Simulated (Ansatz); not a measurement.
# Ir4Ru: one candidate of a structure search

Aim: relax a trial structure of Ir4Ru and see where it ends.

Program: Ansatz 0.2.0. Level of theory: DFT PBE, scalar-relativistic, plane waves, PAW. These are calculated values, not measurements.

**1. The starting structure**

The structure is hexagonal, space group P6_3/mmc (No. 194). The conventional cell has a = 2.744 Å, b = 2.744 Å, c = 22.065 Å, α = 90.00°, β = 90.00°, γ = 120.00°. Around Ru (site symmetry -6m2) lie 6 Ir at 2.67 Å and 6 Ru at 2.74 Å. Ir (site symmetry 3m) has 3 Ru at 2.67 Å and 9 Ir at 2.74 to 2.75 Å in its first shell of neighbours. Ir (site symmetry 3m) has 12 Ir at 2.73 to 2.75 Å in its first shell of neighbours.

Coordinates:

```xyz
10
Lattice="2.7445 0.0000 0.0000 -1.3722 2.3768 0.0000 0.0000 0.0000 22.0651" Properties=species:S:1:pos:R:3 pbc="T T T"
Ru    0.0000    1.5845    5.5163
Ru    1.3722    0.7923   16.5489
Ir    0.0000    1.5845   14.3941
Ir    0.0000    1.5845   18.7036
Ir    0.0000    1.5845    1.1143
Ir    0.0000    1.5845    9.9183
Ir    1.3722    0.7923   20.9509
Ir    1.3722    0.7923    3.3616
Ir    1.3722    0.7923    7.6710
Ir    1.3722    0.7923   12.1469
```

The start is the relaxed end of an invented cell (made as: elements ordered on the sites of the Os type, Ru/Ir on Os (P6_3/mmc, No. 194)), taken up again for a closer look.

**2. A first look at the guess**

input.yaml reads:

```yaml
crystal:
  lattice:
    - [2.7444621, 0.0, 0.0]
    - [-1.372231, 2.3767739, 0.0]
    - [0.0, 0.0, 22.0651438]
  atoms:
    - { symbol: Ru, position: [0.3333333, 0.6666667, 0.25] }
    - { symbol: Ru, position: [0.6666667, 0.3333333, 0.75] }
    - { symbol: Ir, position: [0.3333333, 0.6666667, 0.652347] }
    - { symbol: Ir, position: [0.3333333, 0.6666667, 0.847653] }
    - { symbol: Ir, position: [0.3333333, 0.6666667, 0.0505] }
    - { symbol: Ir, position: [0.3333333, 0.6666667, 0.4495] }
    - { symbol: Ir, position: [0.6666667, 0.3333333, 0.9495] }
    - { symbol: Ir, position: [0.6666667, 0.3333333, 0.152347] }
    - { symbol: Ir, position: [0.6666667, 0.3333333, 0.347653] }
    - { symbol: Ir, position: [0.6666667, 0.3333333, 0.5505] }
basis:
  ecutwfc: 420
kpoints:
  mp_grid: { grid: [6, 6, 1] }
hamiltonian:
  xc: pbe
scf:
  occupations: { method: gaussian, width: 0.1 }
  lower_state_search: "off"
output:
  forces: true
  stress: true
  eigenvalues: true
```

Command:

```console
ansatz run input.yaml --threads 4 --pin off --max-ram 8192MiB --backend cpu --events-out ev --progress --plain --runs-dir out
```

The program printed, shortened:

```text
Warning: RAYON_NUM_THREADS=4 ignored (pool sized by the plan → 4); use --threads N
[...]
Pseudopotentials: kind: paw
Pseudopotential: Ru, paw, valence charge 16, recommended cutoff 420 eV (normal), Ru.paw.azcp
Pseudopotential: Ir, paw, valence charge 17, recommended cutoff 420 eV (normal), Ir.paw.azcp
Functional definition: PBE
[...]
Crystal: 10 atoms, lattice volume = 143.930 Å³
Basis set: ecut = 420 eV, 2827 PW (Γ), exchange–correlation on 40×40×300 points (8 copies of the dense FFT grid, shifted against one another)
Bands: 101, of which v1, the nominal top of the filled ones, is band 84 counted from 1 (83 counted from 0)
Symmetry: 24 space group operations
Space group: P63/mmc (ITA 194), of the structure as read, at distance tolerance 5.2e-5 Å
k-points: 7 of 36
[...]
SCF iter   1: F=—  HF=-107239.262216 eV  |F-HF|=—  |Δ(HF+E_count)|=         —  Δρ=1.50e-2  dr2=2.86e-1  ethr=1.77e-3  ⟨swp⟩=5.3  Hψ=2263  notcnv=0  defer=6
[...]
SCF iter   7: F=-107239.252619 eV  HF=-107239.252619 eV  |F-HF|=2.18e-8  |Δ(HF+E_count)|=   7.61e-9  Δρ=3.52e-6  dr2=2.96e-8  ethr=5.95e-11  ⟨swp⟩=8.3  Hψ=2516  notcnv=0
[...]
SCF converged after 7 iterations
Free energy (F): -107239.252619 eV
[...]
E sigma→0 (E₀):  -107239.215179 eV
Entropy (-TS):   -0.074881 eV (-7.488 meV/atom)
Fermi energy:    24.671260 eV
[...]
--- Forces (eV/Å), atoms counted from 1 ---
  atom   1  Ru    -0.00000000     0.00000000     0.00000000
  atom   2  Ru     0.00000000    -0.00000000     0.00000000
  atom   3  Ir    -0.00000000     0.00000000     0.02218548
  atom   4  Ir    -0.00000000     0.00000000    -0.02218548
  atom   5  Ir    -0.00000000     0.00000000    -0.09819471
  atom   6  Ir    -0.00000000     0.00000000     0.09819471
  atom   7  Ir     0.00000000    -0.00000000     0.09819471
  atom   8  Ir     0.00000000    -0.00000000     0.02218548
[...]
--- Stress (GPa, compression-positive) ---
        3.729323       0.000000       0.000000
        0.000000       3.729323       0.000000
        0.000000       0.000000      -4.896585
  P = ⅓ Tr σ = 0.8540 GPa (8.540 kbar)
--- Band table (eV; the first three rows and the last of 7) ---
[...]
```

Run time: 1.9 s. Hardware: 4 threads of Intel Xeon Platinum 8259CL at 2.50GHz (Skylake/Cascade Lake), shared host; peak memory 0.66 GiB.

From the probe: pressure 0.9 GPa, largest force 0.10 eV/Å, gap on this mesh none (metal). The relaxation goes to the converged mesh at once.

**3. Spin check on a coarse mesh**

input.yaml reads:

```yaml
crystal:
  lattice:
    - [2.7444621, 0.0, 0.0]
    - [-1.372231, 2.3767739, 0.0]
    - [0.0, 0.0, 22.0651438]
  atoms:
    - { symbol: Ru, position: [0.3333333, 0.6666667, 0.25], spin: 1.0 }
    - { symbol: Ru, position: [0.6666667, 0.3333333, 0.75], spin: 1.0 }
    - { symbol: Ir, position: [0.3333333, 0.6666667, 0.652347], spin: 1.0 }
    - { symbol: Ir, position: [0.3333333, 0.6666667, 0.847653], spin: 1.0 }
    - { symbol: Ir, position: [0.3333333, 0.6666667, 0.0505], spin: 1.0 }
    - { symbol: Ir, position: [0.3333333, 0.6666667, 0.4495], spin: 1.0 }
    - { symbol: Ir, position: [0.6666667, 0.3333333, 0.9495], spin: 1.0 }
    - { symbol: Ir, position: [0.6666667, 0.3333333, 0.152347], spin: 1.0 }
    - { symbol: Ir, position: [0.6666667, 0.3333333, 0.347653], spin: 1.0 }
    - { symbol: Ir, position: [0.6666667, 0.3333333, 0.5505], spin: 1.0 }
basis:
  ecutwfc: 420
kpoints:
  mp_grid: { grid: [6, 6, 1] }
hamiltonian:
  xc: pbe
scf:
  occupations: { method: gaussian, width: 0.1 }
  lower_state_search: "off"
output:
  forces: true
  stress: true
  eigenvalues: true
  populations: true
magnetization:
  spin_polarized: true
```

Command:

```console
ansatz run input.yaml --threads 4 --pin off --max-ram 8192MiB --backend cpu --events-out ev --progress --plain --runs-dir out
```

The program printed, shortened:

```text
[...]
SCF converged after 17 iterations
Magnetization: -0.0000 μB (84.0000 up, 84.0000 down)
Absolute magnetization: 0.0000 μB (∫|ρ↑−ρ↓|, with the PAW one-centre terms)
Spin contamination: 0.0000 ħ² per cell (⟨S²⟩ above its minimum at these occupations)
[...]
Free energy (F): -107239.252619 eV
[...]
E sigma→0 (E₀):  -107239.215180 eV
Entropy (-TS):   -0.074879 eV (-7.488 meV/atom)
Fermi energy:    24.671265 eV
[...]
--- Forces (eV/Å), atoms counted from 1 ---
  atom   1  Ru    -0.00000000     0.00000000     0.00000000
  atom   2  Ru     0.00000000    -0.00000000     0.00000000
  atom   3  Ir    -0.00000000     0.00000000     0.02220486
  atom   4  Ir    -0.00000000     0.00000000    -0.02220486
  atom   5  Ir     0.00000000     0.00000000    -0.09820796
  atom   6  Ir    -0.00000000     0.00000000     0.09820796
  atom   7  Ir     0.00000000    -0.00000000     0.09820796
  atom   8  Ir     0.00000000    -0.00000000     0.02220486
[...]
--- Stress (GPa, compression-positive) ---
        3.729408       0.000000       0.000000
        0.000000       3.729408       0.000000
        0.000000       0.000000      -4.896591
  P = ⅓ Tr σ = 0.8541 GPa (8.541 kbar)
--- Band table (eV; the first three rows and the last of 14) ---
[...]
--- Löwdin populations: 10 sites ---
  site symbol       q [e]    m [muB]
     0     Ru     15.9917     0.0000
     1     Ru     15.9917     0.0000
     2     Ir     16.7614     0.0000
     3     Ir     16.7614     0.0000
     4     Ir     16.8151    -0.0000
     5     Ir     16.8151    -0.0000
     6     Ir     16.8151    -0.0000
     7     Ir     16.7614     0.0000
     8     Ir     16.7614     0.0000
     9     Ir     16.8151    -0.0000
  spilling = 0.010182 (of n_electrons = 168.000000)
```

Run time: 8.4 s. Hardware: 4 threads of Intel Xeon Platinum 8259CL at 2.50GHz (Skylake/Cascade Lake), shared host; peak memory 0.75 GiB.

By site:

```tsv
atom	Löwdin electrons
Ru1	15.99
Ru2	15.99
Ir3	16.76
Ir4	16.76
Ir5	16.82
Ir6	16.82
Ir7	16.82
Ir8	16.76
Ir9	16.76
Ir10	16.82
```

The Löwdin counts miss 1.71 of the 168 electrons, which the atomic orbitals do not span, so they are no charges.

The same cell is solved with trial moments on Ir and Ru. The largest site moment that stays is 0.00 μB and the cell's total 0.00 μB. The workflow keeps spin only above 0.25 μB on a site, so the next run goes without spin.

**4. Relaxation on the finer mesh**

input.yaml reads:

```yaml
crystal:
  lattice:
    - [2.7444621, 0.0, 0.0]
    - [-1.372231, 2.3767739, 0.0]
    - [0.0, 0.0, 22.0651438]
  atoms:
    - { symbol: Ru, position: [0.3333333, 0.6666667, 0.25] }
    - { symbol: Ru, position: [0.6666667, 0.3333333, 0.75] }
    - { symbol: Ir, position: [0.3333333, 0.6666667, 0.652347] }
    - { symbol: Ir, position: [0.3333333, 0.6666667, 0.847653] }
    - { symbol: Ir, position: [0.3333333, 0.6666667, 0.0505] }
    - { symbol: Ir, position: [0.3333333, 0.6666667, 0.4495] }
    - { symbol: Ir, position: [0.6666667, 0.3333333, 0.9495] }
    - { symbol: Ir, position: [0.6666667, 0.3333333, 0.152347] }
    - { symbol: Ir, position: [0.6666667, 0.3333333, 0.347653] }
    - { symbol: Ir, position: [0.6666667, 0.3333333, 0.5505] }
basis:
  ecutwfc: 420
kpoints:
  mp_grid: { grid: [18, 18, 2] }
hamiltonian:
  xc: pbe
scf:
  occupations: { method: gaussian, width: 0.1 }
output:
  forces: true
  stress: true
  eigenvalues: true
relax:
  adjacent_minimum: "off"
  f_tol: 0.01
  max_steps: 80
  cell: { stress_tol: 0.05 }
```

Command:

```console
ansatz run input.yaml --threads 4 --pin off --max-ram 8192MiB --backend cpu --events-out ev --progress --plain --runs-dir out
```

The program printed, shortened:

```text
Warning: RAYON_NUM_THREADS=4 ignored (pool sized by the plan → 4); use --threads N
[...]
[... 4 set-up lines as earlier in the session ...]
[...]
Crystal: 10 atoms, lattice volume = 143.930 Å³
Basis set: ecut = 420 eV, 2827 PW (Γ), exchange–correlation on 40×40×300 points (8 copies of the dense FFT grid, shifted against one another)
Bands: 101, of which v1, the nominal top of the filled ones, is band 84 counted from 1 (83 counted from 0)
[... 2 set-up lines as earlier in the session ...]
k-points: 74 of 648
[...]
  cell:  # Å, volume = 143.9302 Å³
    - [2.7444621009678767, -2.8867513434041253e-8, 0.0]
    - [-1.3722310254839385, 2.376773913595551, 0.0]
    - [0.0, 0.0, 22.0651438]
  atoms:
    - { symbol: Ru, position: [0.33333333333333337, 0.6666666666666667, 0.25] }
    - { symbol: Ru, position: [0.6666666666666667, 0.33333333333333337, 0.75] }
    - { symbol: Ir, position: [0.33333333333333337, 0.6666666666666667, 0.652347] }
    - { symbol: Ir, position: [0.33333333333333337, 0.6666666666666667, 0.847653] }
    - { symbol: Ir, position: [0.33333333333333337, 0.6666666666666667, 0.050499999999999996] }
    - { symbol: Ir, position: [0.33333333333333337, 0.6666666666666667, 0.44949999999999996] }
    - { symbol: Ir, position: [0.6666666666666667, 0.33333333333333337, 0.9494999999999999] }
    - { symbol: Ir, position: [0.6666666666666667, 0.33333333333333337, 0.152347] }
    - { symbol: Ir, position: [0.6666666666666667, 0.33333333333333337, 0.34765299999999993] }
    - { symbol: Ir, position: [0.6666666666666667, 0.33333333333333337, 0.5505] }
```

Wall time 37 s (4 threads of Intel Xeon Platinum 8259CL at 2.50GHz (Skylake/Cascade Lake), shared host); peak memory 1.2 GiB.

Step by step:

| step | E - E(step 1) (eV/cell) | largest force component (eV/Å) | pressure (GPa) | volume (Å³) |
| --- | --- | --- | --- | --- |
| 1 | 0.0000 | 0.0003 | 0.00 | 143.93 |
| 2 | 0.0000 | 0.0003 | 0.00 | 143.93 |

Step 1 is the start. Step 2 repeats the geometry before it on a plane-wave basis chosen anew for that cell, so its energy need not be comparable with the rows above.

|  | before | after | change |
| --- | --- | --- | --- |
| a (Å) | 2.744 | 2.744 | 0.0 % |
| b (Å) | 2.744 | 2.744 | 0.0 % |
| c (Å) | 22.065 | 22.065 | 0.0 % |
| volume (Å³/atom) | 14.39 | 14.39 | 0.0 % |
| shortest distance (Å) | 2.675 | 2.675 | 0.0 % |
| space group (0.01 Å) | P6_3/mmc | P6_3/mmc | same |

The run keeps the 24 symmetry operations of the start, so it could not have lowered the symmetry.

**5. Summary of results**

```
                              quantity                                                                        value
symmetry at the end (tolerance 0.05 Å)                                               space group P6_3/mmc (No. 194)
                     conventional cell  a = 2.744 Å, b = 2.744 Å, c = 22.065 Å, α = 90.00°, β = 90.00°, γ = 120.00°
                                volume                                                                14.39 Å³/atom
              energy over the elements                                                                +0.03 eV/atom
                       gap on the mesh                                                                 none (metal)
```

In words: The space group P6_3/mmc (No. 194) is kept, at nearly the size of the first guess. The formation energy of this structure is too near zero to say whether it is bound against the elements. No finished test with a distortion of lower symmetry is shown, so the end may be a saddle point. Spin-orbit coupling is left out for Ir. Other magnetic orders were not searched.
